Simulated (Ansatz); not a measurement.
**AlF₃H₃P: one species, many methods**

The task here is to estimate one member of a computed series from the others.

Program: Ansatz 0.2.0, Gaussian basis. Level of theory: functionals in def2-TZVPP, the program's frozen cores in correlated methods. These are calculated values, not measurements.

The runs, in order: LDA (SPW92), PBE-D4, revPBE-D4, BLYP-D4, r2SCAN-D4, B97M-V, PBE0-D4, B3LYP-D4, r2SCANh-D4, r2SCAN0-D4, HSE06-D4, BHLYP-D4, CAM-B3LYP-D4, LC-ωPBE, ωB97X-V, ωB97M-V, B2PLYP, PBE-QIDH; CCSD(T)/def2-SVP; CCSD(T)/def2-TZVPP; MP2/def2-QZVPP; extrapolation to the limit; RPA on PBE.

### Structure used throughout

The geometry comes from an earlier relaxation with PBE0-D4 in a triple-zeta def2 set; it is a stationary point, not always the lowest conformer.

8 atoms, charge 0, spin multiplicity 1.

Atoms are counted from 1 here; the program's logs count them from 0.

Bond lengths: F1–P2 1.549 Å, P2–F3 1.549 Å, P2–F4 1.549 Å, P2–Al5 2.508 Å, Al5–H6 1.593 Å, Al5–H7 1.593 Å, Al5–H8 1.593 Å. Angles: F1–P2–F3 99.8°, F1–P2–F4 99.8°, F1–P2–Al5 117.9°, F3–P2–F4 99.8°, F3–P2–Al5 118.0°, F4–P2–Al5 118.0°, P2–Al5–H6 93.9°, P2–Al5–H7 93.9°, P2–Al5–H8 94.0°, H6–Al5–H7 119.5°, H6–Al5–H8 119.6°, H7–Al5–H8 119.5°.

As a file:

```mol
AlF3H3P
  3D, bonds by distance, orders not assigned

  8  7  0  0  0  0  0  0  0  0999 V2000
    1.4563   -0.5852    1.5693 F   0  0
    0.6412   -0.7517    0.2627 P   0  0
    0.0490   -2.1633    0.4994 F   0  0
    1.7856   -1.1070   -0.7188 F   0  0
   -0.9319    1.0917   -0.3822 Al  0  0
   -1.7869    0.9793    0.9578 H   0  0
    0.2219    2.1856   -0.4881 H   0  0
   -1.4351    0.3506   -1.7001 H   0  0
  1  2  8  0
  2  3  8  0
  2  4  8  0
  2  5  8  0
  5  6  8  0
  5  7  8  0
  5  8  8  0
M  END
```

Set-up of the first run:

in.yaml

```yaml
crystal:
  periodic: [false, false, false]
  atoms:
    - {symbol: F, position_ang: [1.456294, -0.585154, 1.569272]}
    - {symbol: P, position_ang: [0.641170, -0.751662, 0.262703]}
    - {symbol: F, position_ang: [0.048984, -2.163267, 0.499443]}
    - {symbol: F, position_ang: [1.785617, -1.107047, -0.718765]}
    - {symbol: Al, position_ang: [-0.931935, 1.091659, -0.382242]}
    - {symbol: H, position_ang: [-1.786860, 0.979314, 0.957779]}
    - {symbol: H, position_ang: [0.221856, 2.185604, -0.488087]}
    - {symbol: H, position_ang: [-1.435136, 0.350553, -1.700104]}
basis:
  gaussian: {orbitals: def2-TZVPP}
hamiltonian: {xc: lda}
output: {orbitals: {seedname: orbitals}}
```

Steps of the session up to this table: LDA; PBE-D4 (GGA); revPBE-D4 (GGA); BLYP-D4 (GGA); r2SCAN-D4 (meta-GGA); B97M-V (meta-GGA); PBE0-D4 (hybrid); B3LYP-D4 (hybrid); r2SCANh-D4 (hybrid); r2SCAN0-D4 (hybrid); HSE06-D4 (hybrid); BHLYP-D4 (hybrid); CAM-B3LYP-D4 (range-separated); LC-ωPBE (range-separated); ωB97X-V (range-separated); ωB97M-V (range-separated); B2PLYP (double hybrid); PBE-QIDH (double hybrid).

One of the session's tables, all rows but one given; the rest of the session is left out.

It belongs to the step «Frontier levels by functional». 

| functional | HOMO (eV) | gap (eV) |
| --- | --- | --- |
| LDA (SPW92) | -7.28 | 5.12 |
| PBE-D4 | -7.20 | 5.29 |
| revPBE-D4 | -7.15 | 5.35 |
| BLYP-D4 | -7.11 | 5.35 |
| r2SCAN-D4 | -7.51 | 5.81 |
| B97M-V | -7.60 | 5.84 |
| PBE0-D4 | -8.46 | 7.46 |
| B3LYP-D4 | -8.28 | 7.07 |
| r2SCANh-D4 | -7.97 | 6.60 |
| r2SCAN0-D4 | -8.67 | 7.79 |
| HSE06-D4 | ? | ? |
| BHLYP-D4 | -9.69 | 9.72 |
| CAM-B3LYP-D4 | -9.88 | 10.01 |
| LC-ωPBE | -11.25 | 12.56 |
| ωB97X-V | -10.89 | 12.11 |
| ωB97M-V | -10.69 | 11.74 |

Q: Estimate the row for HSE06-D4 from the others.

The run gave: HOMO (eV): -8.05; gap (eV): 6.68. In the column «HOMO (eV)» it lies between B3LYP-D4 (-8.28) and r2SCANh-D4 (-7.97).
